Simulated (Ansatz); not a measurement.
# CH3AgF3P: basis-set convergence

An exercise on one series of results from a longer session: the logs are not shown, and one member is left open.

Program: Ansatz 0.2.0, Gaussian basis. Level of theory: one geometry, several basis sets. These are calculated values, not measurements.

The runs, in order: PBE0-D4/def2-SVP; ωB97M-V/def2-SVP; PBE0-D4/def2-QZVPP; ωB97M-V/def2-QZVPP; the functionals' def2-TZVPP values are taken from earlier runs.

### The geometry

An earlier PBE0-D4 in a triple-zeta def2 set relaxation fixed the geometry. Ag takes the def2 core potential; no spin-orbit term is included.

SMILES `[CH3][Ag-][P+](F)(F)F`, 9 atoms, charge 0, spin multiplicity 1.

Atoms are counted from 1 here; the program's logs count them from 0.

Bond lengths: C1–Ag2 2.085 Å, C1–H7 1.092 Å, C1–H8 1.092 Å, C1–H9 1.092 Å, Ag2–P3 2.328 Å, P3–F4 1.552 Å, P3–F5 1.552 Å, P3–F6 1.552 Å. Angles: Ag2–C1–H7 110.4°, Ag2–C1–H8 110.4°, Ag2–C1–H9 110.4°, H7–C1–H8 108.5°, H7–C1–H9 108.5°, H8–C1–H9 108.5°, C1–Ag2–P3 180.0°, Ag2–P3–F4 118.4°, Ag2–P3–F5 118.4°, Ag2–P3–F6 118.4°, F4–P3–F5 99.2°, F4–P3–F6 99.2°, F5–P3–F6 99.2°.

Set-up of the first run:

The input, in.yaml:

```yaml
crystal:
  periodic: [false, false, false]
  atoms:
    - {symbol: C, position_ang: [-0.280927, -1.864373, 1.338044]}
    - {symbol: Ag, position_ang: [-0.027859, -0.182655, 0.131258]}
    - {symbol: P, position_ang: [0.255229, 1.694445, -1.216055]}
    - {symbol: F, position_ang: [-0.603755, 1.816030, -2.502840]}
    - {symbol: F, position_ang: [1.657198, 1.960187, -1.826167]}
    - {symbol: F, position_ang: [-0.018212, 3.092773, -0.600971]}
    - {symbol: H, position_ang: [0.659363, -2.127471, 1.827979]}
    - {symbol: H, position_ang: [-0.610226, -2.717197, 0.740001]}
    - {symbol: H, position_ang: [-1.030810, -1.671729, 2.108742]}
basis:
  gaussian: {orbitals: def2-SVP}
hamiltonian: {xc: pbe0, dispersion: d4}
output: {orbitals: {seedname: orbitals}}
```

The run is started by

```sh
> ansatz run in.yaml --threads 4 --pin off --events-out ev --progress --plain --max-ram 11315MiB
```

Steps of the session up to this table: PBE0-D4 in def2-SVP; ωB97M-V in def2-SVP; PBE0-D4 in def2-QZVPP; ωB97M-V in def2-QZVPP.

One of the session's tables, all rows but one given; the rest of the session is left out.

It belongs to the step «Density functionals: the series». 

| functional | basis | HOMO (eV) | LUMO (eV) |
| --- | --- | --- | --- |
| PBE0-D4 | def2-SVP | -6.25 | -1.30 |
| PBE0-D4 | def2-TZVPP | ? | ? |
| PBE0-D4 | def2-QZVPP | -6.39 | -1.47 |
| ωB97M-V | def2-SVP | -8.38 | 0.38 |
| ωB97M-V | def2-TZVPP | -8.51 | 0.28 |
| ωB97M-V | def2-QZVPP | -8.55 | 0.10 |

Q: Estimate the row for PBE0-D4, def2-TZVPP from the others.

As computed: HOMO (eV): -6.36; LUMO (eV): -1.44. In the column «HOMO (eV)» it lies between PBE0-D4, def2-QZVPP (-6.39) and PBE0-D4, def2-SVP (-6.25).
